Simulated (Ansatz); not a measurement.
HSb (charge +1), a ladder of basis sets

Program: the Ansatz DFT code, driven from Python.

Input file `hsb.xyz`:
```text
2

Sb    0.00000    0.00000    0.00000
H     0.00000    0.00000    1.78500
```

Run as a notebook:

In [1]:
```python
import warnings

import ansatz

warnings.simplefilter("ignore", ansatz.DeckWarning)
```

In [2]:
```python
system = ansatz.Crystal.molecule_from_extxyz("hsb.xyz")
```

In [3]:
```python
calculation = (
    system.calculation()
    .functional("hf")
    .charge(1)  # electrons removed from the neutral system
    .spin("collinear", total=1)  # two spin channels
)
```

In [4]:
```python
energies = {}
for basis in ["def2-SVP", "def2-SVPD", "def2-TZVP", "def2-TZVPP"]:
    summary = calculation.basis(gaussian=basis).run(threads=1).report
    size = summary["n_frozen"] + summary["n_occupied"][0] + summary["n_virtual"][0]
    energies[basis] = (summary["reference_energy_ev"] / 27.211386246, summary["free_energy_ev"] / 27.211386246)
    print(f"{basis:14s} {size:4d} orbitals  reference {energies[basis][0]:14.6f} Ha  total {energies[basis][1]:14.6f} Ha")

last = energies["def2-TZVPP"][1]
for basis, (_, total) in energies.items():
    print(f"{basis:14s} lies {27.211386 * (total - last):9.4f} eV above def2-TZVPP")
```
```text
def2-SVP         31 orbitals  reference    -239.517434 Ha  total    -239.517434 Ha
def2-SVPD        40 orbitals  reference    -239.518237 Ha  total    -239.518237 Ha
def2-TZVP        56 orbitals  reference    -239.524538 Ha  total    -239.524538 Ha
def2-TZVPP       64 orbitals  reference    -239.524812 Ha  total    -239.524812 Ha
def2-SVP       lies    0.2008 eV above def2-TZVPP
def2-SVPD      lies    0.1789 eV above def2-TZVPP
def2-TZVP      lies    0.0075 eV above def2-TZVPP
def2-TZVPP     lies    0.0000 eV above def2-TZVPP
```

Against def2-SVP: def2-SVPD -0.8 mHa, def2-TZVP -7.1 mHa and def2-TZVPP -7.4 mHa. The last step alone is -0.27 mHa (these two sets differ little on atoms other than hydrogen).

What to keep in mind:
- The drop along the ladder measures the basis error, and is no property of the molecule.
- The geometry is a force-field or estimated start, not a minimum of this method, and the last set is no limit. Much of the fall in a total is atomic energy, which cancels in bond and reaction energies.
- def2 sets replace the cores of elements past krypton by effective core potentials.
- The species is open-shell (spin multiplicity 2).
- Run time: 2.9 s on 1 thread of Intel(R) Xeon(R) Platinum 8488C (Sapphire Rapids) (shared host), peak memory 0.18 GiB.
